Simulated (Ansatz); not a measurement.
# AlSn, space group P-6m2: an all-electron LAPW single point

Program: Ansatz 0.2.0 through its Python package.

Interactive session:
```pycon
>>> from dataclasses import dataclass
>>> import ansatz as az
>>> from ase import Atoms
>>> import pandas as pd
>>> @dataclass(frozen=True)
... class Settings:
...     kmesh: tuple[int, ...] = (7, 7, 8)
...     xc: str = "LDA"
...     smearing: str = "Marzari-Vanderbilt"
...
>>> settings = Settings()
>>> atoms = Atoms(
...     ["Al", "Sn"],
...     scaled_positions=[
...         (0.0, 0.0, 0.0),
...         (1 / 3, 2 / 3, 0.5),
...     ],
...     cell=[
...         (4.19811, 0.0, 0.0),
...         (-2.09905, 3.63567, 0.0),
...         (0.0, 0.0, 3.30685),
...     ],
...     pbc=True,
... )
>>> system = az.Crystal.from_ase(atoms)
>>> len(system.resolved().sites)
2
>>> calculation = (
...     system.calculation()
...     .kpoints(*settings.kmesh, center="gamma")
...     .functional(settings.xc)
...     .occupations(settings.smearing)
...     .pseudopotentials("all_electron", lapw=True)
...     .forces()
... )
>>> outcome = calculation.run(threads=1, backend="cpu")
>>> r = outcome.report
>>> [(site.symbol, site.position_frac.round(4).tolist()) for site in outcome.lattice.sites]
[(<Element.AL: 'Al'>, [0.0, 0.0, 0.0]), (<Element.SN: 'Sn'>, [0.3333, 0.6667, 0.5])]
>>> sorted(key for key in r if key.endswith("_ev"))
['energy_sigma0_ev', 'entropy_ts_ev', 'fermi_energy_ev', 'free_energy_ev', 'gap_by_band_count_ev', 'harris_foulkes_ev', 'internal_energy_ev', 'lagrangian_above_aufbau_ev', 'lagrangian_ev', 'lagrangian_sigma0_ev']
>>> r["kpoints_frac"][:4]
[[0.0, 0.0, 0.0], [0.0, 0.0, 0.125], [0.0, 0.0, 0.25], [0.0, 0.0, 0.375]]
>>> print("%-22s %14.5f eV" % ("F = E - TS", r["free_energy_ev"]))
F = E - TS              -174527.51203 eV
>>> print("%-22s %14.5f eV" % ("E", r["internal_energy_ev"]))
E                       -174527.51271 eV
>>> print("%-22s %14.5f eV" % ("Harris-Foulkes", r["harris_foulkes_ev"]))
Harris-Foulkes          -174527.51203 eV
>>> print("%-22s %14.5f eV" % ("Fermi level", r["fermi_energy_ev"]))
Fermi level                   9.80365 eV
>>> # forces in eV per angstrom
>>> table = pd.DataFrame(r["forces_ev_ang"], columns=["fx", "fy", "fz"])
>>> table.insert(0, "atom", [site["symbol"] for site in r["lattice"]["sites"]])
>>> table.round(4)
  atom   fx   fy   fz
0   Al  0.0  0.0  0.0
1   Sn -0.0 -0.0  0.0
>>> errors = r["lapw_basis_errors"]
>>> print(f"estimated basis error {1000 * errors['total_ev_per_atom']:.3f} meV/atom, target {1000 * errors['basis_error_target_ev_per_atom']:.3f}")
estimated basis error 0.086 meV/atom, target 0.250
>>> for sphere in errors["spheres"]:
...     print(f"  {sphere['species']:2s} muffin-tin radius {sphere['muffin_tin_radius_ang']:.3f} A, core shells {sphere['core_shells']}")
...
  Al muffin-tin radius 1.317 A, core shells 1
  Sn muffin-tin radius 1.617 A, core shells 6
```

Notes:
- All-electron totals depend on functional, relativistic treatment and basis; only differences at equal settings carry meaning.
- The negative TS is no error: cold and Methfessel-Paxton smearing have a generalised entropy.
- The mesh is modest for a metal, so energies can be off by several to tens of meV an atom and pressures by half a GPa or more; differences at equal mesh fare better.
- The zero of the levels is a convention of the potentials, so an absolute Fermi energy is no work function.
- A gap by band count of zero or less means overlapping bands, a metal, and at an odd count of electrons it is no gap at all.
- This cell is a computed structure, which may not be the phase found in nature.
- Gaps and levels are Kohn-Sham values on a finite set of k-points, without spin-orbit coupling.
- Processor time in the engine: 8.8 s on 1 thread of Intel(R) Xeon(R) Processor @ 2.30GHz, with other jobs on the host, peak memory 0.53 GiB.
